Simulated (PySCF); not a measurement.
# [Hf(OH)3(H2O)]+: other functionals and bases at one geometry

How far do other levels of theory move the description of [Hf(OH)3(H2O)]+, and what does each cost? The species was built from a template and needn't be a known compound.

The runs use PySCF 2.14.0; several levels, as the steps say, no spin–orbit coupling.

1 further run of the same task is left out (for a known fault of the program).

## 1. The system as given

10 atoms, charge 1, spin multiplicity 1.

Bond lengths: Hf1–O2 1.896 Å, Hf1–O4 1.893 Å, Hf1–O6 1.893 Å, Hf1–O8 2.219 Å, O2–H3 0.960 Å, O4–H5 0.960 Å, O6–H7 0.961 Å, O8–H9 0.971 Å, O8–H10 0.971 Å. Angles: O2–Hf1–O4 114.1°, O2–Hf1–O6 114.5°, O2–Hf1–O8 101.2°, O4–Hf1–O6 112.4°, O4–Hf1–O8 107.1°, O6–Hf1–O8 106.3°, Hf1–O2–H3 166.4°, Hf1–O4–H5 169.1°, Hf1–O6–H7 168.6°, Hf1–O8–H9 124.7°, Hf1–O8–H10 128.0°, H9–O8–H10 107.3°.

As a file:

| atom | x (Å) | y (Å) | z (Å) |
| --- | --- | --- | --- |
| Hf1 | 0.00198 | -0.10558 | 0.04310 |
| O2 | 1.10526 | 1.10840 | 0.99371 |
| H3 | 1.72416 | 1.53668 | 1.59036 |
| O4 | -1.23040 | -1.04526 | 1.12985 |
| H5 | -1.70847 | -1.61605 | 1.73606 |
| O6 | 0.93413 | -1.24960 | -1.14300 |
| H7 | 1.48736 | -1.89818 | -1.58575 |
| O8 | -1.17391 | 1.28275 | -1.22656 |
| H9 | -1.13528 | 2.25140 | -1.16886 |
| H10 | -1.80400 | 1.05973 | -1.93058 |

Formal oxidation states: Hf +4. An earlier session relaxed this geometry at PBE0, Hf def2-SVP with ECP60, O def2-SVP, H def2-SVP (singlet, point group C1).

At PBE0 on the finer grid: E = -351.353726 Eh, HOMO -13.32 eV, LUMO -5.24 eV, Mulliken charge on Hf1 +1.31 e, largest force component 0.025 eV/Å. 

Levels to run: TPSSh; BLYP; PBE0, TZVP. Hardware: 2 threads of Arm Neoverse V2, shared host.

## 2. TPSSh

File run.py (the lines that set the calculation):

```python
mol = gto.M(atom='''
Hf     0.00198    -0.10558     0.04310
O      1.10526     1.10840     0.99371
H      1.72416     1.53668     1.59036
O     -1.23040    -1.04526     1.12985
H     -1.70847    -1.61605     1.73606
O      0.93413    -1.24960    -1.14300
H      1.48736    -1.89818    -1.58575
O     -1.17391     1.28275    -1.22656
H     -1.13528     2.25140    -1.16886
H     -1.80400     1.05973    -1.93058''',
    basis={'Hf': 'def2-SVP', 'O': 'def2-SVP', 'H': 'def2-SVP'},
    ecp={'Hf': 'def2-SVP'},
    charge=1, spin=0)
mf = dft.RKS(mol, xc='TPSSH')
mf.grids.atom_grid = (75, 302)
mf = mf.density_fit()  # fitting sets: Hf def2-universal-JKFIT, O def2-universal-JKFIT, H def2-universal-JKFIT
mf.conv_tol = 1e-08; mf.max_cycle = 55
mf.kernel(dm0)  # dm0: the density of the relaxed state
```

Command:

```console
$ OMP_NUM_THREADS=2 python run.py
```

## 3. BLYP

Edit run.py (the lines that set the calculation) of step 2 so:

```diff
@@ -14,3 +14,3 @@
     charge=1, spin=0)
-mf = dft.RKS(mol, xc='TPSSH')
+mf = dft.RKS(mol, xc='BLYP')
 mf.grids.atom_grid = (75, 302)
```

## 4. PBE0, TZVP

Basis: Hf def2-TZVP with ECP60, O def2-TZVP, H def2-TZVP. 

Edit run.py (the lines that set the calculation) of step 3 so:

```diff
@@ -11,6 +11,6 @@
 H     -1.80400     1.05973    -1.93058''',
-    basis={'Hf': 'def2-SVP', 'O': 'def2-SVP', 'H': 'def2-SVP'},
-    ecp={'Hf': 'def2-SVP'},
+    basis={'Hf': 'def2-TZVP', 'O': 'def2-TZVP', 'H': 'def2-TZVP'},
+    ecp={'Hf': 'def2-TZVP'},
     charge=1, spin=0)
-mf = dft.RKS(mol, xc='BLYP')
+mf = dft.RKS(mol, xc='PBE0')
 mf.grids.atom_grid = (75, 302)
@@ -18,2 +18,2 @@
 mf.conv_tol = 1e-08; mf.max_cycle = 55
-mf.kernel(dm0)  # dm0: the density of the relaxed state
+mf.kernel(dm0)  # dm0: free metal ions and neutral atoms
```

**Question.** What will these runs give? Wanted: for each run, HOMO; gap; charge on Hf1; dipole; largest force.

**Answer**, as computed:

| level | state | HOMO (eV) | gap (eV) | charge on Hf1 (e) | dipole (D) | largest force (eV/Å) | basis functions | time |
| --- | --- | --- | --- | --- | --- | --- | --- | --- |
| PBE0 (relaxed here) | singlet | -13.32 | 8.08 | 1.31 | 4.26 | 0.03 | 113 | 15 s |
| TPSSh | singlet | -12.36 | 6.83 | 1.28 | 4.22 | 0.24 | 113 | 8.5 s |
| BLYP | singlet | -11.45 | 5.33 | 1.06 | 4.13 | 0.57 | 113 | 5.7 s |
| PBE0, TZVP | singlet | -13.43 | 8.03 | 1.71 | 4.31 | 0.22 | 194 | 13 s |

Times are on 2 threads of Arm Neoverse V2, shared host; the first row also made further properties. The dipole of a charged species depends on the origin, so these sizes hold for this origin alone.

In one basis the HOMO–LUMO gap runs from 5.33 eV (BLYP) to 8.08 eV (PBE0). The largest leftover force, 0.57 eV/Å with BLYP, stands at a geometry relaxed at another level. The Mulliken charge on Hf spans +1.06 to +1.71 e over the levels. Total energies of different levels can't be compared. Spin–orbit coupling is left out throughout.
